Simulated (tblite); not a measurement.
# C4H13GeNSi: the cost of one run

The runs use tblite 0.8.0 and PySCF 2.14.0, with density-fitted response routines of our own; the level of theory stands in each step. All values are computed, except where a source is named. Atoms are numbered from 0 throughout.

## Step 1: The starting structure

20 atoms, charge 0, multiplicity 1; geometry from: force field or distance geometry start.

Bonds of the start (Å): C0–C1 1.49, C1–N2 1.31, N2–Si3 1.79, Si3–C4 1.88, Si3–Ge5 2.30, Ge5–C6 1.95, C0–H7 1.12, C0–H8 1.10, C0–H9 1.11, C1–H10 1.09, Si3–H11 1.47, C4–H12 1.10, C4–H13 1.11, C4–H14 1.10, Ge5–H15 1.54, Ge5–H16 1.55, C6–H17 1.10, C6–H18 1.11, C6–H19 1.11.

## Step 2: Relaxing the molecule with GFN2-xTB

What the job is given:

```
{"job": {"kind": "relax", "xc": "GFN2-xTB", "basis": "xTB"}, "charge": 0, "multiplicity": 1}
C     -2.309100     1.460200     0.057000
C     -1.658900     1.001800     1.313500
N     -0.853700    -0.024500     1.385900
Si    -0.376600    -1.043400    -0.003500
C      0.523700    -2.550200     0.665100
Ge     1.051600     0.112500    -1.392200
C      2.405700     0.997700    -0.306500
H     -2.969600     2.333400     0.285100
H     -1.548700     1.781500    -0.676900
H     -2.942800     0.648300    -0.367000
H     -1.870200     1.536600     2.237600
H     -1.565900    -1.498200    -0.739600
H      0.827500    -3.191400    -0.181200
H      1.428300    -2.222900     1.216600
H     -0.149800    -3.110400     1.333700
H      1.739600    -0.879700    -2.348600
H      0.279800     1.175500    -2.206900
H      3.104900     1.542500    -0.960200
H      2.963200     0.236600     0.285600
H      1.915700     1.704800     0.399300
```

On the command line:

```
> OMP_NUM_THREADS=1 python probes_run.py task.json out
```

The driver reads the jobs from task.json and runs them one after another.

Q: Estimate the wall time of this first job on 1 thread of Arm Neoverse V1, shared host.

About 1.5 s.
